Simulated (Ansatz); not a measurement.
# Ni: pressure up to the limit of the methods

Aim: compress Ni (fcc type) step by step, far beyond the usual range, and follow pressure and electronic structure. Methods of the runs shown: PAW. Its runs: cell relaxed at zero pressure (PAW); volume scaled by 1 (PAW); volume scaled by 0.9 (PAW and PAW (core large)); volume scaled by 0.8 (PAW and PAW (cutoff 600 eV)); volume scaled by 0.7 (PAW); volume scaled by 0.6 (PAW); volume scaled by 0.5 (PAW); volume scaled by 0.4 (PAW and PAW (core large)).

Method: DFT LDA, with the methods named in each step, in Ansatz 0.2.0.

2 further runs of the same task are left out: 2 that didn't finish. Runs told in other sessions of the task aren't counted.

### 1 Starting point

The structure is cubic, space group Fm-3m (No. 225). Conventional cell: a = 3.425 Å, b = 3.425 Å, c = 3.425 Å, α = 90.00°, β = 90.00°, γ = 90.00°. Ni (site symmetry m-3m) has 12 Ni at 2.42 Å in its first shell of neighbours.

Coordinates:

```cif
data_structure
_symmetry_space_group_name_H-M 'P 1'
_symmetry_Int_Tables_number 1
_cell_length_a 2.4218
_cell_length_b 2.4218
_cell_length_c 2.4218
_cell_angle_alpha 60.000
_cell_angle_beta 60.000
_cell_angle_gamma 60.000
_cell_volume 10.04
loop_
_atom_site_label
_atom_site_type_symbol
_atom_site_fract_x
_atom_site_fract_y
_atom_site_fract_z
_atom_site_occupancy
Ni1 Ni 0.00000 0.00000 0.00000 1
```

Whether this phase is the stable one at these pressures isn't tested.

### 2 Cell relaxed at zero pressure, PAW

Contents of input.yaml:

```yaml
crystal:
  lattice:
    - [0.0, 1.712480242, 1.712480242]
    - [1.712480242, 0.0, 1.712480242]
    - [1.712480242, 1.712480242, 0.0]
  atoms:
    - { symbol: Ni, position: [0.0, 0.0, 0.0], spin: 1.0 }
magnetization:
  spin_polarized: true
kpoints:
  mp_grid: { grid: [21, 21, 21] }
scf:
  occupations: { method: fermi_dirac, width: 0.05 }
hamiltonian:
  xc: lda
  pseudopotentials: { kind: paw }
output:
  forces: true
  stress: true
relax:
  f_tol: 0.005
  max_steps: 40
  cell: {}
```

The run is started by

```sh
ansatz run input.yaml --threads 1 --pin off --max-ram 3072MiB --backend cpu --events-out ev --progress --plain --runs-dir out
```

Further steps of the session: Volume scaled by 1, PAW; Volume scaled by 0.9, PAW; Volume scaled by 0.9, PAW (core large); Volume scaled by 0.8, PAW; Volume scaled by 0.8, PAW (cutoff 600 eV); Volume scaled by 0.7, PAW; Volume scaled by 0.6, PAW; Volume scaled by 0.5, PAW; Volume scaled by 0.4, PAW; Volume scaled by 0.4, PAW (core large).

Q: Predict the outcome of this session. Wanted: PAW pressure at 0.4 of the volume; PAW; fitted bulk modulus at zero pressure.

As calculated:

| quantity | value |
| --- | --- |
| PAW pressure at 0.4 of the volume | 1907.2 GPa |
| PAW (core large) pressure at 0.4 of the volume | 1907.2 GPa |
| fitted bulk modulus at zero pressure (PAW) | 274 GPa |
| its pressure derivative | 4.35 |

What this shows: By PAW the pressure climbs to 1907 GPa at 0.4 of the first volume. A third-order Birch-Murnaghan curve fits the range only roughly (B₀ = 274 GPa, B′ = 4.35, misfit at most 24.62 GPa). A fit over so wide a range leans to the high pressures, so B₀ can be off by several per cent. The largest moment goes from 0.60 to 0.00 μB: compression widens the bands and quenches it. No all-electron run checks these rows here, and frozen cores can fail under such compression. The ions are at rest, and the electrons smeared by 0.05 eV. The magnetic state is the one reached from the start moments in this cell; it needn't be the ground state.
